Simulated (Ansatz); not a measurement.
# Cl₂GeH₄Sn: how energies converge with the basis set

One table from this session's results is given with a row withheld; the runs are named, their logs left out.

Method: one geometry, several basis sets; program: Ansatz 0.2.0, Gaussian basis.

Levels to be run: PBE0-D4/def2-SVP; ωB97M-V/def2-SVP; PBE0-D4/def2-QZVPP; ωB97M-V/def2-QZVPP; the functionals' def2-TZVPP values are taken from earlier runs.

### The relaxed structure

All runs share one geometry, relaxed beforehand with PBE0-D4 in a triple-zeta def2 set. Sn takes the def2 core potential; no spin-orbit term is included.

8 atoms, charge 0, spin multiplicity 1.

Atoms are counted from 1 here; the program's logs count them from 0.

Bond lengths: Cl1–Sn2 2.331 Å, Sn2–Cl3 2.331 Å, Sn2–Ge4 2.596 Å, Sn2–H5 1.703 Å, Ge4–H6 1.533 Å, Ge4–H7 1.533 Å, Ge4–H8 1.531 Å. Angles: Cl1–Sn2–Cl3 105.6°, Cl1–Sn2–Ge4 107.9°, Cl1–Sn2–H5 105.9°, Cl3–Sn2–Ge4 107.7°, Cl3–Sn2–H5 105.9°, Ge4–Sn2–H5 122.7°, Sn2–Ge4–H6 108.7°, Sn2–Ge4–H7 108.6°, Sn2–Ge4–H8 107.2°, H6–Ge4–H7 110.4°, H6–Ge4–H8 110.9°, H7–Ge4–H8 110.9°.

As a file:

```xyz
8
charge 0, multiplicity 1
Cl    1.4696   -1.5782    1.9037
Sn    1.1631    0.0727    0.2869
Cl    2.2930   -0.6850   -1.6060
Ge   -1.3669    0.1657   -0.2883
H     2.0316    1.4311    0.8364
H    -2.1421    0.5875    0.9655
H    -1.5749    1.1859   -1.4140
H    -1.7812   -1.2369   -0.7400
```

The first run:

in.yaml reads:

```yaml
crystal:
  periodic: [false, false, false]
  atoms:
    - {symbol: Cl, position_ang: [1.469564, -1.578155, 1.903657]}
    - {symbol: Sn, position_ang: [1.163144, 0.072726, 0.286910]}
    - {symbol: Cl, position_ang: [2.292974, -0.685019, -1.606035]}
    - {symbol: Ge, position_ang: [-1.366920, 0.165743, -0.288308]}
    - {symbol: H, position_ang: [2.031576, 1.431138, 0.836442]}
    - {symbol: H, position_ang: [-2.142107, 0.587459, 0.965541]}
    - {symbol: H, position_ang: [-1.574904, 1.185887, -1.413959]}
    - {symbol: H, position_ang: [-1.781228, -1.236879, -0.740049]}
basis:
  gaussian: {orbitals: def2-SVP}
hamiltonian: {xc: pbe0, dispersion: d4}
output: {orbitals: {seedname: orbitals}}
```

Launch:

```console
> ansatz run in.yaml --threads 4 --pin off --events-out ev --progress --plain --max-ram 10444MiB
```

Steps of the session up to this table: PBE0-D4 in def2-SVP; ωB97M-V in def2-SVP; PBE0-D4 in def2-QZVPP; ωB97M-V in def2-QZVPP.

One table of the session follows, with a row left open; its other results are not shown here.

It belongs to the step «Density functionals: the series». 

| functional | basis | HOMO (eV) |
| --- | --- | --- |
| PBE0-D4 | def2-SVP | -8.11 |
| PBE0-D4 | def2-TZVPP | -8.22 |
| PBE0-D4 | def2-QZVPP | -8.24 |
| ωB97M-V | def2-SVP | ? |
| ωB97M-V | def2-TZVPP | -10.23 |
| ωB97M-V | def2-QZVPP | -10.25 |

**Question.** Estimate the row for ωB97M-V, def2-SVP.

As computed: HOMO (eV): -10.08. In the column «HOMO (eV)» it lies between ωB97M-V, def2-TZVPP (-10.23) and PBE0-D4, def2-QZVPP (-8.24).
